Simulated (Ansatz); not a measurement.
# InAs: strong compression

How does InAs (zincblende type) answer strong compression? Methods of the runs shown: PAW. Its runs: cell relaxed at zero pressure (PAW); volume scaled by 1 (PAW); volume scaled by 0.94 (PAW); volume scaled by 0.88 (PAW); volume scaled by 0.8 (PAW); volume scaled by 0.72 (PAW); volume scaled by 0.64 (PAW and PAW (cutoff 250 eV)); volume scaled by 0.55 (PAW and PAW (cutoff 1000 eV)).

Computed with Ansatz 0.2.0 (DFT, r2SCAN, PAW with Ansatz's default frozen-core files, scalar-relativistic, unless a step's input says otherwise).

### Step 1. The system as given

It takes space group F-43m (No. 216, cubic). Conventional cell: a = 6.214 Å, b = 6.214 Å, c = 6.214 Å, α = 90.00°, β = 90.00°, γ = 90.00°. In (site symmetry -43m) has 4 As at 2.69 Å in its first shell of neighbours. Around As (site symmetry -43m) lie 4 In at 2.69 Å.

Coordinates:

```cif
data_structure
_symmetry_space_group_name_H-M 'P 1'
_symmetry_Int_Tables_number 1
_cell_length_a 4.3943
_cell_length_b 4.3943
_cell_length_c 4.3943
_cell_angle_alpha 60.000
_cell_angle_beta 60.000
_cell_angle_gamma 60.000
_cell_volume 60.00
loop_
_atom_site_label
_atom_site_type_symbol
_atom_site_fract_x
_atom_site_fract_y
_atom_site_fract_z
_atom_site_occupancy
In1 In 0.00000 0.00000 0.00000 1
As1 As 0.25000 0.25000 0.25000 1
```

Whether this phase is the stable one at these pressures isn't tested.

Atoms are numbered in the order of the input: In1, As2.

### Step 2. Cell relaxed at zero pressure, PAW

Input file input.yaml:

```yaml
crystal:
  lattice:
    - [0.0, 3.107232506, 3.107232506]
    - [3.107232506, 0.0, 3.107232506]
    - [3.107232506, 3.107232506, 0.0]
  atoms:
    - { symbol: In, position: [0.0, 0.0, 0.0] }
    - { symbol: As, position: [0.25, 0.25, 0.25] }
kpoints:
  mp_grid: { grid: [11, 11, 11] }
scf:
  occupations: { method: fermi_dirac, width: 0.1 }
hamiltonian:
  xc: r2scan
  pseudopotentials: { kind: paw }
output:
  forces: true
  stress: true
relax:
  f_tol: 0.005
  max_steps: 40
  cell: {}
```

Started as:

```
$ ansatz run input.yaml --threads 1 --pin off --max-ram 2048MiB --backend cpu --events-out ev --progress --plain --runs-dir out
```

Further steps of the session: Volume scaled by 1, PAW; Volume scaled by 0.94, PAW; Volume scaled by 0.88, PAW; Volume scaled by 0.8, PAW; Volume scaled by 0.72, PAW; Volume scaled by 0.64, PAW; Volume scaled by 0.64, PAW (cutoff 250 eV); Volume scaled by 0.55, PAW; Volume scaled by 0.55, PAW (cutoff 1000 eV).

**Question.** What will these runs give? Wanted: PAW pressure at 0.55 of the volume; fitted bulk modulus at zero pressure.

As calculated:

```
                                           quantity      value
                 PAW pressure at 0.55 of the volume  132.3 GPa
PAW (cutoff 1000 eV) pressure at 0.55 of the volume  132.3 GPa
         fitted bulk modulus at zero pressure (PAW)     60 GPa
                            its pressure derivative       4.32
```

What this shows: By PAW the pressure climbs to 132 GPa at 0.55 of the first volume. One third-order Birch-Murnaghan curve follows these points (B₀ = 60 GPa, B′ = 4.32, misfit at most 0.20 GPa). A fit over so wide a range leans to the high pressures, so B₀ can be off by several per cent. The gap goes from 0.42 to 0.36 eV. No all-electron run checks these rows here, and frozen cores can fail under such compression. The ions are at rest, and the electrons smeared by 0.1 eV.
